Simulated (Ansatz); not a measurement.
**C2H4Al2: one species, many methods**

An exercise on one series of results from a longer session: the logs are not shown, and one member is left open.

Computed with Ansatz 0.2.0, Gaussian basis. Level: functionals in def2-TZVPP, the program's frozen cores in correlated methods.

Levels to be run: LDA (SPW92), PBE-D4, revPBE-D4, BLYP-D4, r2SCAN-D4, B97M-V, PBE0-D4, B3LYP-D4, r2SCANh-D4, r2SCAN0-D4, HSE06-D4, BHLYP-D4, CAM-B3LYP-D4, LC-ωPBE, ωB97X-V, ωB97M-V, B2PLYP, PBE-QIDH; CCSD(T)/def2-SVP; CCSD(T)/def2-TZVPP; MP2/def2-QZVPP; extrapolation to the limit; RPA on PBE.

1 further run of the same task is left out (it didn't finish). Runs told in other sessions of the task aren't counted.

## The relaxed structure

All runs share one geometry, relaxed beforehand with PBE0-D4 in a triple-zeta def2 set.

SMILES `C=[C]1[AlH][AlH]1`, 8 atoms, charge 0, spin multiplicity 1.

Atoms are counted from 1 here; the program's logs count them from 0.

Bond lengths: C1–C2 1.346 Å, C1–H5 1.092 Å, C1–H6 1.092 Å, C2–Al3 1.857 Å, C2–Al4 2.038 Å, Al3–Al4 2.371 Å, Al3–H7 1.574 Å, Al4–H8 1.585 Å. Angles: C2–C1–H5 122.7°, C2–C1–H6 122.7°, H5–C1–H6 114.3°, C1–C2–Al3 159.8°, C1–C2–Al4 90.7°, Al3–C2–Al4 74.8°, C2–Al3–Al4 56.1°, C2–Al3–H7 134.5°, Al4–Al3–H7 160.7°, C2–Al4–Al3 49.1°, C2–Al4–H8 128.3°, Al3–Al4–H8 175.4°.

Geometry (Å):

```mol
C2H4Al2
  3D, bonds by distance, orders not assigned

  8  8  0  0  0  0  0  0  0  0999 V2000
   -0.5867    1.1632   -0.1929 C   0  0
    0.5019    0.4403    0.1290 C   0  0
    1.7518   -0.9328    0.1031 Al  0  0
   -0.5940   -1.2773    0.0823 Al  0  0
   -0.7495    1.5712   -1.1932 H   0  0
   -1.3329    1.4676    0.5442 H   0  0
    3.2675   -1.0526    0.5098 H   0  0
   -2.1661   -1.4367   -0.0379 H   0  0
  1  2  8  0
  2  3  8  0
  3  4  8  0
  1  5  8  0
  1  6  8  0
  3  7  8  0
  4  8  8  0
  2  4  8  0
M  END
```

The first run:

in.yaml reads:

```yaml
crystal:
  periodic: [false, false, false]
  atoms:
    - {symbol: C, position_ang: [-0.586698, 1.163199, -0.192934]}
    - {symbol: C, position_ang: [0.501889, 0.440252, 0.128995]}
    - {symbol: Al, position_ang: [1.751796, -0.932767, 0.103098]}
    - {symbol: Al, position_ang: [-0.593965, -1.277261, 0.082259]}
    - {symbol: H, position_ang: [-0.749549, 1.571226, -1.193155]}
    - {symbol: H, position_ang: [-1.332908, 1.467559, 0.544211]}
    - {symbol: H, position_ang: [3.267523, -1.052616, 0.509762]}
    - {symbol: H, position_ang: [-2.166089, -1.436693, -0.037937]}
basis:
  gaussian: {orbitals: def2-TZVPP}
hamiltonian: {xc: lda}
output: {orbitals: {seedname: orbitals}}
```

The run is started by

```bash
$ ansatz run in.yaml --threads 2 --pin off --events-out ev --progress --plain --max-ram 4352MiB
```

Steps of the session up to this table: LDA; PBE-D4 (GGA); revPBE-D4 (GGA); BLYP-D4 (GGA); r2SCAN-D4 (meta-GGA); B97M-V (meta-GGA); B3LYP-D4 (hybrid); r2SCANh-D4 (hybrid); r2SCAN0-D4 (hybrid); HSE06-D4 (hybrid); BHLYP-D4 (hybrid); CAM-B3LYP-D4 (range-separated); LC-ωPBE (range-separated); ωB97X-V (range-separated); ωB97M-V (range-separated); B2PLYP (double hybrid); PBE-QIDH (double hybrid).

One table of the session follows, with a row left open; its other results are not shown here.

It belongs to the step «Frontier levels by functional». 

| functional | HOMO (eV) | LUMO (eV) | gap (eV) |
| --- | --- | --- | --- |
| LDA (SPW92) | -5.27 | -2.29 | 2.98 |
| PBE-D4 | -5.16 | -2.11 | 3.05 |
| revPBE-D4 | -5.12 | -2.04 | 3.08 |
| BLYP-D4 | -4.96 | -1.94 | 3.03 |
| r2SCAN-D4 | -5.32 | -1.97 | 3.36 |
| B97M-V | -5.33 | -1.94 | 3.39 |
| PBE0-D4 | -6.06 | -1.33 | 4.73 |
| B3LYP-D4 | -5.84 | -1.48 | 4.36 |
| r2SCANh-D4 | -5.66 | -1.65 | 4.01 |
| r2SCAN0-D4 | -6.17 | -1.24 | 4.93 |
| HSE06-D4 | -5.67 | -1.70 | 3.97 |
| BHLYP-D4 | -6.79 | -0.50 | 6.29 |
| CAM-B3LYP-D4 | -7.17 | -0.34 | 6.83 |
| LC-ωPBE | -8.43 | 0.58 | 9.01 |
| ωB97X-V | ? | ? | ? |
| ωB97M-V | -7.98 | 0.38 | 8.36 |

Q: Estimate the row for ωB97X-V from the others.

As computed: HOMO (eV): -8.13; LUMO (eV): 0.55; gap (eV): 8.68. In the column «HOMO (eV)» it lies between LC-ωPBE (-8.43) and ωB97M-V (-7.98).
